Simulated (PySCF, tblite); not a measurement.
# C5H9BrF2Si: geometry, infrared bands and NMR shifts

Wanted: the infrared bands and NMR shifts of C5H9BrF2Si (`FC[C@@H]1C[C@@H](Br)C[Si@H]1F`), by calculation.

Programs: tblite 0.8.0 and PySCF 2.14.0, with density-fitted response routines of our own. Each step states its level of theory. These are calculated values for one molecule in the gas phase, unless marked as measured. Atoms count from 0, in the outputs and in this text.

## 1. Starting geometry

18 atoms, charge 0, multiplicity 1; geometry from: force field or distance geometry start.

Bonds of the start (Å): F0–C1 1.38, C1–C2 1.50, C2–C3 1.47, C3–C4 1.50, C4–Br5 1.90, C4–C6 1.53, C6–Si7 1.89, Si7–F8 1.66, Si7–C2 1.88, C1–H9 1.12, C1–H10 1.11, C2–H11 1.13, C3–H12 1.10, C3–H13 1.12, C4–H14 1.13, C6–H15 1.08, C6–H16 1.09, Si7–H17 1.44.

## 2. Geometry optimisation with GFN2-xTB

Job settings and geometry (Å):

```
{"job": {"kind": "relax", "xc": "GFN2-xTB", "basis": "xTB"}, "charge": 0, "multiplicity": 1}
F     -2.021500     1.192900     1.128700
C     -2.145700     0.493300    -0.058500
C     -0.830300    -0.105100    -0.465300
C     -0.202900    -1.051600     0.462200
C      1.136800    -0.557400     0.911700
Br     2.189700    -1.795600     1.898100
C      1.872500    -0.047800    -0.329500
Si     0.508200     1.162200    -0.818200
F      0.601400     1.593000    -2.421900
H     -2.861500    -0.342700     0.131000
H     -2.578000     1.161900    -0.833200
H     -0.983000    -0.673400    -1.432900
H     -0.047700    -2.030300    -0.020500
H     -0.823900    -1.216400     1.382700
H      0.936400     0.373900     1.525100
H      2.817100     0.430300    -0.111500
H      1.881500    -0.825000    -1.091000
H      0.542100     2.244100     0.131400
```

The run is started by

```console
$ OMP_NUM_THREADS=1 python probes_run.py task.json out
```

The driver reads the jobs from task.json and runs them one after another.

**Question.** This job is followed by: GFN2-xTB harmonic vibrations, gas phase; GIAO PBE0/pcSseg-1 NMR shielding, non-relativistic, gas phase. What will the session give for the following? strongest single infrared mode (GFN2-xTB); zero-point energy (GFN2-xTB); 13C shifts against TMS (PBE0/pcSseg-1); 1H shifts against TMS (PBE0/pcSseg-1); 19F shifts against CFCl3 (PBE0/pcSseg-1); 79Br shifts against HBr (PBE0/pcSseg-1); 29Si shifts against TMS (PBE0/pcSseg-1).

**Answer**, as computed:

| quantity | value |
| --- | --- |
| strongest single infrared mode (GFN2-xTB) | 2416 cm⁻¹, 256 km/mol |
| zero-point energy (GFN2-xTB) | 82.8 kcal/mol |
| 13C shifts against TMS (PBE0/pcSseg-1) | 92.8, 63.1, 50.9, 35.6, 30.6 ppm |
| 1H shifts against TMS (PBE0/pcSseg-1) | 5.53, 5.10, 4.80, 4.27, 2.49, 2.36, 1.97, 1.45, 1.32 ppm |
| 19F shifts against CFCl3 (PBE0/pcSseg-1) | -201.1, -240.6 ppm |
| 79Br shifts against HBr (PBE0/pcSseg-1) | 554 ppm |
| 29Si shifts against TMS (PBE0/pcSseg-1) | 34.8 ppm |

Over 89 steps the energy fell by 0.763 eV; of the close pairs, C2–C3 changed most, 1.466 to 1.539 Å. No mode is imaginary among the 48: a minimum at this level. The strongest single mode, at 2416 cm⁻¹, moves mainly H17. Unscaled tight-binding wavenumbers are off by several per cent, some by more. Its intensities can rank the bands wrongly. C4 stands next to heavy halogen, whose spin-orbit shielding this run leaves out, so the computed shift lies too far downfield, most of all for carbon beside Br or I. C1 (sp3 CH2 bonded to F) lies farthest downfield among carbon, at 92.8 ppm; deshielded by the electronegative neighbour. At PBE0/pcSseg-1: Shielding is most anisotropic at Br5 (span 1427 ppm, paramagnetic term -1054 ppm). Spin-orbit coupling is left out, which matters for shieldings and couplings at and beside the heavy atoms.
